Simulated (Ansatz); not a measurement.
# GaH₃S: taking an electron away

How much energy removes an electron from GaH₃S at fixed geometry? The cation is run at each level and the neutral's energy taken from earlier runs.

Program: Ansatz 0.2.0, Gaussian basis. Level of theory: unrestricted cation, the program's frozen cores in correlated methods. These are calculated values, not measurements.

Plan: UKS PBE-D4/def2-TZVPP; UKS r2SCAN-D4/def2-TZVPP; UKS PBE0-D4/def2-TZVPP; UKS B3LYP-D4/def2-TZVPP; UKS wB97X-V/def2-TZVPP; UKS wB97M-V/def2-TZVPP; UKS B2PLYP/def2-TZVPP; UHF-CCSD(T)/def2-TZVPP; UHF-MP2/def2-QZVPP; extrapolation to the limit; then −ε(HOMO) from the neutral's earlier runs with LDA (SPW92), PBE-D4, revPBE-D4, BLYP-D4, r2SCAN-D4, B97M-V, PBE0-D4, B3LYP-D4, r2SCANh-D4, r2SCAN0-D4, HSE06-D4, BHLYP-D4, CAM-B3LYP-D4, LC-ωPBE, ωB97X-V, ωB97M-V.

**1. The relaxed structure**

All runs share one geometry, relaxed beforehand with PBE0-D4 in a triple-zeta def2 set.

SMILES `[SH][GaH2]`, 5 atoms, charge 0, spin multiplicity 1.

Atoms are counted from 1 here; the program's logs count them from 0.

Bond lengths: S1–Ga2 2.199 Å, S1–H3 1.343 Å, Ga2–H4 1.559 Å, Ga2–H5 1.560 Å. Angles: Ga2–S1–H3 95.0°, S1–Ga2–H4 115.2°, S1–Ga2–H5 118.1°, H4–Ga2–H5 126.7°.

**2. Cation, UKS PBE-D4/def2-TZVPP**

Contents of in.yaml:

```yaml
crystal:
  periodic: [false, false, false]
  atoms:
    - {symbol: S, position_ang: [0.039028, -1.453292, 0.684428]}
    - {symbol: Ga, position_ang: [-0.329273, 0.433183, -0.383447]}
    - {symbol: H, position_ang: [1.263831, -1.108351, 1.113276]}
    - {symbol: H, position_ang: [-1.711174, 0.532479, -1.097898]}
    - {symbol: H, position_ang: [0.787487, 1.522382, -0.357758]}
basis:
  gaussian: {orbitals: def2-TZVPP}
total_charge: 1
magnetization: {spin_polarized: true, initial_magnetization: 1}
hamiltonian: {xc: pbe, dispersion: d4}
```

Further steps of the session: Cation, UKS r2SCAN-D4/def2-TZVPP; Cation, UKS PBE0-D4/def2-TZVPP; Cation, UKS B3LYP-D4/def2-TZVPP; Cation, UKS wB97X-V/def2-TZVPP; Cation, UKS wB97M-V/def2-TZVPP; Cation, UKS B2PLYP (frozen core)/def2-TZVPP; Cation, UHF-CCSD(T)/def2-TZVPP; Cation, UHF-MP2/def2-QZVPP.

Before running them: what should the planned runs give, taken together? Wanted: ionisation energy, CCSD(T)/CBS; nearest functional by difference; nearest −ε(HOMO); −ε(HOMO) of PBE; T1 of the cation.

**Answer**, as computed:

| quantity | value |
| --- | --- |
| ionisation energy, CCSD(T)/CBS | 10.17 eV |
| nearest functional by difference | B3LYP-D4 (-0.05 eV) |
| nearest −ε(HOMO) | ωB97X-V (-0.10 eV) |
| −ε(HOMO) of PBE | 6.58 eV |
| T1 of the cation | 0.013 |

In words: By cation minus neutral, the functionals miss by 0.14 eV at most. The PBE orbital energy is 3.6 eV too small: a semilocal HOMO is no ionisation energy. Among orbital estimates ωB97X-V comes nearest. Hartree-Fock falls 1.28 eV short, as the neutral has more correlation energy than the cation. The cation may have settled in a state other than its lowest; no search over hole states beyond the program's own was made. Correlated methods include outer-core shells of Ga, which these sets cover unevenly. With outer-core shells in play the reference is unsure by up to some tenths of an eV, so close misses can't be ranked.
